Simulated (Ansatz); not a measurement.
# C₂H₁₀InNSi: basis-set convergence

The task here is to estimate one member of a computed series from the others.

The runs use Ansatz 0.2.0, Gaussian basis; one geometry, several basis sets.

Plan: PBE0-D4/def2-SVP; ωB97M-V/def2-SVP; PBE0-D4/def2-QZVPP; ωB97M-V/def2-QZVPP; the functionals' def2-TZVPP values are taken from earlier runs.

1 further run of the same task is left out (for a known fault of the program). Runs told in other sessions of the task aren't counted.

## The relaxed structure

An earlier PBE0-D4 in a triple-zeta def2 set relaxation fixed the geometry. In takes the def2 core potential; no spin-orbit term is included.

15 atoms, charge 0, spin multiplicity 1.

Atoms are counted from 1 here; the program's logs count them from 0.

Bond lengths: C1–N2 1.442 Å, C1–H6 1.099 Å, C1–H7 1.093 Å, C1–H8 1.099 Å, N2–In3 2.020 Å, N2–H9 1.009 Å, In3–C4 2.151 Å, In3–Si5 2.564 Å, C4–H10 1.091 Å, C4–H11 1.091 Å, C4–H12 1.091 Å, Si5–H13 1.491 Å, Si5–H14 1.490 Å, Si5–H15 1.490 Å. Angles: N2–C1–H6 112.7°, N2–C1–H7 110.1°, N2–C1–H8 112.8°, H6–C1–H7 106.8°, H6–C1–H8 107.3°, H7–C1–H8 106.9°, C1–N2–In3 128.8°, C1–N2–H9 112.4°, In3–N2–H9 118.8°, N2–In3–C4 113.3°, N2–In3–Si5 114.8°, C4–In3–Si5 131.9°, In3–C4–H10 110.3°, In3–C4–H11 110.2°, In3–C4–H12 110.3°, H10–C4–H11 108.9°, H10–C4–H12 108.1°, H11–C4–H12 108.9° and more.

Set-up of the first run:

in.yaml

```yaml
crystal:
  periodic: [false, false, false]
  atoms:
    - {symbol: C, position_ang: [-0.882848, -1.753609, 1.521430]}
    - {symbol: N, position_ang: [0.091481, -1.455056, 0.501210]}
    - {symbol: In, position_ang: [0.403711, 0.282090, -0.481870]}
    - {symbol: C, position_ang: [1.999733, 0.171391, -1.919406]}
    - {symbol: Si, position_ang: [-1.160674, 2.196064, 0.197253]}
    - {symbol: H, position_ang: [-0.422706, -2.073384, 2.466464]}
    - {symbol: H, position_ang: [-1.477671, -0.863621, 1.744290]}
    - {symbol: H, position_ang: [-1.587819, -2.540456, 1.219271]}
    - {symbol: H, position_ang: [0.669094, -2.250909, 0.275962]}
    - {symbol: H, position_ang: [2.774840, 0.901629, -1.681636]}
    - {symbol: H, position_ang: [2.440459, -0.826169, -1.917007]}
    - {symbol: H, position_ang: [1.624039, 0.389826, -2.920312]}
    - {symbol: H, position_ang: [-2.115692, 2.514287, -0.902249]}
    - {symbol: H, position_ang: [-0.392370, 3.439374, 0.488221]}
    - {symbol: H, position_ang: [-1.963579, 1.868562, 1.408379]}
basis:
  gaussian: {orbitals: def2-SVP}
hamiltonian: {xc: pbe0, dispersion: d4}
output: {orbitals: {seedname: orbitals}}
```

The run is started by

```bash
> ansatz run in.yaml --threads 4 --pin off --events-out ev --progress --plain --max-ram 10444MiB
```

Steps of the session up to this table: PBE0-D4 in def2-SVP; ωB97M-V in def2-SVP; PBE0-D4 in def2-QZVPP; ωB97M-V in def2-QZVPP.

One of the session's tables, all rows but one given; the rest of the session is left out.

It belongs to the step «Density functionals: the series». 

| functional | basis | HOMO (eV) |
| --- | --- | --- |
| PBE0-D4 | def2-SVP | -6.08 |
| PBE0-D4 | def2-TZVPP | -6.18 |
| PBE0-D4 | def2-QZVPP | -6.21 |
| ωB97M-V | def2-SVP | -8.37 |
| ωB97M-V | def2-TZVPP | -8.49 |
| ωB97M-V | def2-QZVPP | ? |

Estimate the missing values for ωB97M-V, def2-QZVPP.

The run gave: HOMO (eV): -8.52. In the column «HOMO (eV)» it is the lowest.
